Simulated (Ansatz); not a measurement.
Run this with Ansatz's Python interface and show what comes out.

The script, `run_adiabatic.py`:
```python
# -*- coding: utf-8 -*-
"""Vertical and adiabatic ionisation of CH4AlI."""

import itertools

import ansatz as az
from ase.data import atomic_numbers, covalent_radii
import numpy as np

GEOMETRY = """
C    -0.76250    0.44300   -0.32560
Al    0.91270   -0.36740    0.16540
I     0.93640   -2.17540    1.99180
H    -0.67590    1.59150   -0.16090
H    -1.62600    0.04920    0.25900
H    -1.01640    0.31610   -1.41260
H     2.29280    0.07500   -0.56290
"""


def main():
    geometry = az.Crystal.molecule()
    for line in GEOMETRY.strip().splitlines():
        symbol, *xyz = line.split()
        geometry = geometry.atom(symbol, [float(v) for v in xyz])

    base = (
        geometry.calculation()
        .basis(gaussian="def2-SVP")
        .functional("pbe")
    )
    symbols = [site.symbol for site in geometry.cartesian_sites]
    start = np.array([site.position_ang for site in geometry.cartesian_sites], dtype=float)
    report = base.relax(force_tolerance=0.01, max_steps=100).run(threads=1).report
    end = np.array(report["positions_ang"])

    minimum = az.Crystal.molecule()
    for symbol, place in zip(symbols, end):
        minimum = minimum.atom(symbol, place.tolist())
    ion = minimum.calculation()
    ion = ion.basis(gaussian="def2-SVP")
    ion = ion.functional("pbe")
    ion = ion.charge(1)
    ion = ion.spin("collinear", total=1)
    vertical = ion.run(threads=1).report
    settled = ion.relax(force_tolerance=0.01, max_steps=80).run(threads=1).report
    print(f"vertical ionisation energy   {vertical['free_energy_ev'] - report['free_energy_ev']:.3f} eV")
    print(f"adiabatic, no zero point     {settled['free_energy_ev'] - report['free_energy_ev']:.3f} eV")
    print(f"relaxation energy of the ion {vertical['free_energy_ev'] - settled['free_energy_ev']:.3f} eV")
    ionised = np.array(settled["positions_ang"])
    # pairs closer than 1.2 times the sum of covalent radii, before or after
    radius = [covalent_radii[atomic_numbers[s]] for s in symbols]
    span = lambda where, i, j: np.linalg.norm(where[i] - where[j])
    bonded = [(i, j) for i, j in itertools.combinations(range(len(symbols)), 2) if min(span(end, i, j), span(ionised, i, j)) < 1.2 * (radius[i] + radius[j])]
    print("pair        before    after (A)")
    for i, j in bonded:
        print(f"{symbols[i]}{i}-{symbols[j]}{j}".ljust(10), f"{span(end, i, j):8.4f} {span(ionised, i, j):8.4f}")
    for first, second in list(itertools.combinations(bonded, 2)):
        shared = set(first) & set(second)
        if shared and symbols[(j := shared.pop())] != "H":
            i, k = sorted((set(first) | set(second)) - {j})
            u, v = ionised[i] - ionised[j], ionised[k] - ionised[j]
            angle = np.degrees(np.arccos(np.clip(u @ v / np.linalg.norm(u) / np.linalg.norm(v), -1, 1)))
            print(f"final angle {symbols[i]}{i}-{symbols[j]}{j}-{symbols[k]}{k}: {angle:.2f} deg")


if __name__ == "__main__":
    main()
```

```console
$ python run_adiabatic.py
vertical ionisation energy   9.213 eV
adiabatic, no zero point     9.157 eV
relaxation energy of the ion 0.056 eV
pair        before    after (A)
C0-Al1       1.9575   2.0006
C0-H3        1.1116   1.1117
C0-H4        1.1077   1.1044
C0-H5        1.1115   1.1118
Al1-I2       2.5032   2.5209
Al1-H6       1.5958   1.5918
final angle Al1-C0-H3: 102.94 deg
final angle Al1-C0-H4: 113.91 deg
final angle Al1-C0-H5: 102.94 deg
final angle C0-Al1-I2: 113.24 deg
final angle C0-Al1-H6: 128.89 deg
final angle H3-C0-H4: 112.30 deg
final angle H3-C0-H5: 111.75 deg
final angle H4-C0-H5: 112.29 deg
final angle I2-Al1-H6: 117.88 deg
```

Reading the output:
- The energies are electronic: no zero-point or thermal terms, and the basis set is short of its limit. The product may relax into another structure. The relaxation finds the nearest minimum, so the adiabatic value is an upper bound.
- def2 sets replace the cores of elements past krypton by effective core potentials.
- The whole script took 56 s on 1 thread of Arm Neoverse V2, on a shared host, peak memory 0.25 GiB.

(A comment or docstring line of the script was reworded after the run, the code is as it ran; lines on the test bed's own set-up are left out of the output.)
